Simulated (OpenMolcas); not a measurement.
# Mo⁵⁺ among point charges: CASSCF and CASPT2 levels and susceptibility

Aim: the splitting of the states of Mo⁵⁺ in the field of 6 point charges, its lowest levels with spin-orbit coupling and its magnetic susceptibility.

Method: state-averaged CASSCF and CASPT2, spin-orbit coupling by RASSI with atomic mean-field integrals. Code: OpenMolcas 26.06.

### Step 1. What is computed

- Species: Mo⁵⁺ (molybdenum, Z = 42, 37 electrons)
- Basis: ANO-RCC-VDZP [6s5p3d1f], 43 functions
- Scalar Hamiltonian: DKH2, point nucleus
- Inactive shells: 1s 2s 2p 3s 3p 3d 4s 4p
- Active space: 1 electron in 5 orbitals (4d)
- Some configurations of this space: 4d
- Orbitals: optimised for each spin and parity, averaged over all roots

The outer shells:

4d
```
4d [↑ ][  ][  ][  ][  ]
```

The ion sits among 6 point charges of -1 e arranged as a tetragonal octahedron (D4h), 2.22 Å from the ion, with the axial distance 2.109 Å.

Each step is its own input file, run in one work folder so that later steps find the files of earlier ones. Labels, J, g values, rates, χT and fits are worked out afterwards by a script from the matrices that RASSI stores. The input lists half of the charges; inversion (Group=XYZ) makes the rest.

### Step 2. Basis and integrals

The input, a.inp:

```
&GATEWAY
Coord
1

Mo 0.0 0.0 0.0
Basis=ANO-RCC-VDZP
Group=XYZ
NoMove
AngMom=0.0 0.0 0.0
AMFI
XField
3 Angstrom 0
2.220000 0.000000 0.000000 -1.000000
0.000000 2.220000 0.000000 -1.000000
0.000000 0.000000 2.109000 -1.000000
&SEWARD
```

Run with:

```console
> OMP_NUM_THREADS=1 MOLCAS_MEM=1689 MOLCAS_PROJECT=a pymolcas a.inp > a.log
```

### Step 3. CASSCF: doublets of even parity, 5 roots

The input, a.inp:

```
&RASSCF
FileOrb=start.orb
Symmetry=1
Spin=2
nActEl=1 0 0
Inactive=9 9
Ras2=5 0
CIRoot=5 5 1
SDav=5
CIMx=300
Iter=120 100
PrWF=0.3
OrbListing=Nothing
MaxOrb=0
>>> COPY $Project.JobIph JOB001
```

start.orb holds the contracted functions of the basis, ordered by shell, or the orbitals of the step before.

### Step 4. State interaction with spin-orbit coupling

The input, a.inp:

```
&RASSI
NrOfJobIphs=1 5
1 2 3 4 5
IphNames
JOB001
EJob
SpinOrbit
DIPRint=1.0
SOCoupling=1000.0
Subsets=2
Property=9
'ANGMOM' 1 'ANGMOM' 2 'ANGMOM' 3 'MLTPL  1' 1 'MLTPL  1' 2 'MLTPL  1' 3
'AMFI' 1 'AMFI' 2 'AMFI' 3
SOProperty=3
'ANGMOM' 1 'ANGMOM' 2 'ANGMOM' 3
```

### Step 5. CASPT2: IPEA 0.25, imaginary shift 0.1 (closed shells correlated: 4s 4p)

The input, a.inp:

```
>>> COPY JOB001 $Project.JobIph
&CASPT2
Multistate=5 1 2 3 4 5
NoMult
Frozen=8 6
IPEA=0.25
Imaginary=0.1
MaxIter=60
WThr=0.0 0.3 0.05
PrWF=0.5
NoMix
```

(Steps that only read results are left out.)

Q: Predict the outcome of this session. Wanted: spin-free ground state; first state of the same spin within the active space; lowest level; next level.

**Answer**, as computed:

| quantity | value |
| --- | --- |
| method | SS-CASPT2, IPEA 0.25, imaginary shift 0.1 (closed shells correlated: 4s 4p) |
| spin-free ground state | 2B2, 1-fold in its orbital part |
| first state of the same spin within the active space | 2E at 711 cm⁻¹ |
| lowest level | 2-fold E3/2, g = 0.59, 0.59, 1.27 |
| next level | 602.4 cm⁻¹ |
| χT at 300 K | 0.17 cm³ K/mol |
| effective moment at 300 K | 1.18 μB |

Cost by method:

| method | time of its own steps | time with the reference |
| --- | --- | --- |
| A. CASSCF | 1.6 s | 1.6 s |
| B. SS-CASPT2, IPEA 0.25, imaginary shift 0.1, +4s 4p | 0.52 s | 2.1 s |

Times are of one thread on a shared host.

What this shows: The spin-free ground state (2B2) comes to 100 % from free-ion D terms and keeps the highest spin of the shell. χT at 300 K is 0.17, against 0.38 cm³ K/mol for the spin alone, so orbital moment lowers it. The field of point charges can differ much from that of real complexes. This is an electrostatic model: the charges have no orbitals.
